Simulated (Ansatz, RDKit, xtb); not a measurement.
# C4H7F3NSi+: ranking a sample of isomers, part 2 of 2

Which of a sample of isomers of C4H7F3NSi+ (charge +1) is the most stable in the gas at 298.15 K, and what are its properties? The sample is small against all isomers, and the most stable one of this formula need not be in it.

xtb, Ansatz and PySCF; isolated molecules. The steps go on from the part before.

### 10 c783b at MP2/def2-TZVPP

input.yaml

```yaml
crystal:
  periodic: [false, false, false]
  atoms:
    - {symbol: C, position_ang: [-2.466116, -0.229919, -1.137502]}
    - {symbol: C, position_ang: [-1.082538, -0.525550, -1.362105]}
    - {symbol: C, position_ang: [1.451599, -0.992664, -1.514980]}
    - {symbol: C, position_ang: [1.944605, -1.321551, -0.099898]}
    - {symbol: F, position_ang: [1.993974, 1.394193, 0.670416]}
    - {symbol: F, position_ang: [-0.103872, 0.026840, 1.271612]}
    - {symbol: F, position_ang: [2.106059, -0.387160, 2.604734]}
    - {symbol: N, position_ang: [0.037366, -0.752627, -1.522871]}
    - {symbol: Si, position_ang: [1.507313, -0.041563, 1.175663]}
    - {symbol: H, position_ang: [-2.583131, 0.043054, -0.074649]}
    - {symbol: H, position_ang: [-2.775371, 0.615084, -1.773961]}
    - {symbol: H, position_ang: [-3.082751, -1.113866, -1.366858]}
    - {symbol: H, position_ang: [1.920600, -0.078449, -1.916452]}
    - {symbol: H, position_ang: [1.642908, -1.810907, -2.227843]}
    - {symbol: H, position_ang: [3.042973, -1.414670, -0.153603]}
    - {symbol: H, position_ang: [1.569383, -2.308984, 0.218938]}
basis:
  gaussian: {orbitals: def2-TZVPP}
total_charge: 1
correlation: {method: mp2, frozen_orbitals: {Si: 5, H: 0, C: 1, F: 1, "N": 1}}
```

Run with:

```console
$ ansatz run input.yaml --threads 4 --pin off --max-ram 7830MiB --events-out events.jsonl --progress --plain --runs-dir runs
```

What it wrote:

```text
Warning: RAYON_NUM_THREADS=4 ignored (pool sized by the plan → 4); use --threads N
Functional definition: HF
  name "HF"
  exchange = exact_x
  correlation = 0
2360 factors; integrals over basis functions are off by at most 1.2e-3 eV
mean field evaluation 1: about -21691.4163 eV, gradient 6.5e1 eV
mean field evaluation 2: about -21691.8290 eV, gradient 6.6e1 eV
mean field evaluation 4: about -21699.5298 eV, gradient 5.7e0 eV
mean field evaluation 8: about -21699.6738 eV, gradient 7.7e-1 eV
mean field -21699.67529173 eV, -797.4483584028 hartree, gradient 2.5e-6 eV, S^2 0.000000; 0 other end points of the search recorded, 0 dependent functions left out
13 core orbitals not correlated: weight in the atoms' cores, before any rotation towards them, 1.000 or more for the frozen orbitals, at most 0.000 for the correlated occupied ones
reference -21699.67529173 eV, -797.4483584028 hartree; 26, 26 occupied and 349, 349 virtual orbitals, 2360 factors
second order -46.21718042 eV of doubles, -0.00000000 eV of singles
Total energy: -21745.89247215 eV, -799.1468084562 hartree
```

It took 15 s on 4 threads of Arm Neoverse V1, shared host; peak memory 1.6 GiB.

### 11 c354a at CCSD(T)/def2-SVP

input.yaml

```yaml
crystal:
  periodic: [false, false, false]
  atoms:
    - {symbol: C, position_ang: [-2.378470, 0.869271, 0.832535]}
    - {symbol: C, position_ang: [-0.315042, 2.089200, 1.077074]}
    - {symbol: C, position_ang: [-0.577001, 0.190768, -0.530830]}
    - {symbol: C, position_ang: [0.686295, 0.286475, -0.970515]}
    - {symbol: F, position_ang: [2.492070, -1.751564, -1.725536]}
    - {symbol: F, position_ang: [0.032755, -1.840788, -2.621279]}
    - {symbol: F, position_ang: [1.722519, -0.081106, -3.573581]}
    - {symbol: "N", position_ang: [-1.148751, 1.036124, 0.471640]}
    - {symbol: Si, position_ang: [1.274863, -0.894880, -2.283533]}
    - {symbol: H, position_ang: [-2.812301, 1.517385, 1.598898]}
    - {symbol: H, position_ang: [-2.973289, 0.077933, 0.364727]}
    - {symbol: H, position_ang: [-0.907753, 2.635168, 1.818425]}
    - {symbol: H, position_ang: [0.552909, 1.620444, 1.560506]}
    - {symbol: H, position_ang: [0.021563, 2.773607, 0.286451]}
    - {symbol: H, position_ang: [-1.283460, -0.554937, -0.910743]}
    - {symbol: H, position_ang: [1.372914, 1.042567, -0.573015]}
basis:
  gaussian:
    orbitals: def2-SVP
total_charge: 1
correlation:
  method: ccsd_t
  frozen_orbitals: {Si: 5, H: 0, C: 1, F: 1, "N": 1}
```

Run with:

```console
$ ansatz run input.yaml --threads 4 --pin off --max-ram 7830MiB --events-out events.jsonl --progress --plain --runs-dir runs
```

What it wrote, cut to the lines that bear on the results:

```text
Warning: RAYON_NUM_THREADS=4 ignored (pool sized by the plan → 4); use --threads N
[... 2 set-up lines as earlier in the session ...]
[...]
1638 factors; integrals over basis functions are off by at most 1.1e-3 eV
[...]
mean field -21678.93950995 eV, -796.6863324778 hartree, gradient 1.9e-6 eV, S^2 0.000000; 0 other end points of the search recorded, 0 dependent functions left out; unrestricted orbitals would lower it
13 core orbitals not correlated: weight in the atoms' cores, before any rotation towards them, 1.000 or more for the frozen orbitals, at most 0.000 for the correlated occupied ones
reference -21678.93950995 eV, -796.6863324778 hartree; 26, 26 occupied and 126, 126 virtual orbitals, 1638 factors
second order -36.25452797 eV of doubles, -0.00000000 eV of singles
cycle   1  -36.67406340 eV  change   -4.2e-1 eV  update   1.4e-1
[...]
cycle  11  -37.80799972 eV  change    6.3e-5 eV  update   2.6e-5
perturbative correction -1.04952651 eV, -0.0385693878 hartree
Total energy: -21717.79703618 eV, -798.1143202280 hartree
```

Wall time 98 s (4 threads of Arm Neoverse V1, shared host); peak memory 2 GiB.

For c354a, c052a the log finds that unrestricted Hartree-Fock orbitals lie lower, a sign to watch the closed-shell reference there.

### 12 Putting it together

Energies in kcal/mol from c783b; G adds the thermal terms to the CCSD(T)/def2-SVP + MP2/def2-TZVPP - MP2/def2-SVP energy. The columns left of the relaxed level are at the tight-binding geometries.

| label | SMILES | spin | GFN2-xTB | HF/STO-3G | r2SCAN-D4/def2-SVP | r2SCAN-D4/def2-SVP, relaxed | HF/def2-SVP | MP2/def2-SVP | CCSD(T)/def2-SVP + MP2/def2-TZVPP - MP2/def2-SVP | G | share at equilibrium | T1 |
| --- | --- | --- | --- | --- | --- | --- | --- | --- | --- | --- | --- | --- |
| c783b | CC#[N+]CC[Si](F)(F)F | singlet | 0.0 | 0.0 | 0.0 | 0.0 | 0.0 | 0.0 | 0.0 | 0.0 | 100.0 % | 0.012 |
| c354a | C=[N+](C)/C=C/[Si](F)(F)F | singlet | 13.8 | 14.3 | 12.8 | 13.4 | 13.6 | 17.0 | 10.3 | 11.7 | < 0.1 % | 0.014 |
| c052a | C=[N+](C)/C=C\[Si](F)(F)F | singlet | 13.4 | 18.5 | 15.0 | 15.3 | 16.3 | 18.8 | 12.5 | 14.1 | < 0.1 % | 0.014 |

Lowest found: c783b, `CC#[N+]CC[Si](F)(F)F`, a singlet. Bond lengths: C1–C2 1.433 Å, C3–C4 1.534 Å, C2–N8 1.154 Å, C3–N8 1.434 Å, C4–Si9 1.859 Å, F5–Si9 1.598 Å, F6–Si9 1.615 Å, F7–Si9 1.588 Å, C1–H10 1.104 Å, C1–H11 1.102 Å, C1–H12 1.102 Å, C3–H13 1.103 Å, C3–H14 1.102 Å, C4–H15 1.104 Å, C4–H16 1.103 Å. Some angles: C1–C2–N8 178.8°, C3–C4–Si9 114.2°, C4–C3–N8 111.0°, C2–N8–C3 171.5°, C4–Si9–F5 109.3°, C4–Si9–F6 107.7°, C4–Si9–F7 112.3°, F5–Si9–F6 106.5°, F5–Si9–F7 111.4°, F6–Si9–F7 109.4°.

```xyz
16

C    -2.4661   -0.2299   -1.1375
C    -1.0825   -0.5255   -1.3621
C     1.4516   -0.9927   -1.5150
C     1.9446   -1.3216   -0.0999
F     1.9940    1.3942    0.6704
F    -0.1039    0.0268    1.2716
F     2.1061   -0.3872    2.6047
N     0.0374   -0.7526   -1.5229
Si    1.5073   -0.0416    1.1757
H    -2.5831    0.0431   -0.0746
H    -2.7754    0.6151   -1.7740
H    -3.0828   -1.1139   -1.3669
H     1.9206   -0.0784   -1.9165
H     1.6429   -1.8109   -2.2278
H     3.0430   -1.4147   -0.1536
H     1.5694   -2.3090    0.2189
```

### 13 What came out

The summary covers parts 1 to 2.

```
                                 quantity                                                                    value
                   lowest structure found                                            CC#[N+]CC[Si](F)(F)F, singlet
                            next finalist            C=[N+](C)/C=C/[Si](F)(F)F, singlet, 11.7 kcal/mol higher in G
share at equilibrium, among the finalists                                                                  100.0 %
                                   funnel  17 starts, 15 minima at GFN2-xTB, 7 screening runs, 3 relaxed, 3 ranked
                     CPU time of all runs                                                                   30 min
```

In words: The search ends on `CC#[N+]CC[Si](F)(F)F`. Among the finalists first place is clear (11.7 kcal/mol); structures outside the list aren't covered. GFN2-xTB, HF/STO-3G, r2SCAN-D4/def2-SVP, r2SCAN-D4/def2-SVP, relaxed, HF/def2-SVP and MP2/def2-SVP already put its bonding pattern lowest among the structures in one piece. The largest share of the time went into the final energies (71 %). The search is not exhaustive (a finite list of starts, one conformer a finalist), so a lower isomer can't be ruled out. Only 8 drawn patterns were tried, so whole families of isomers are missing, and the result ranks this sample alone.
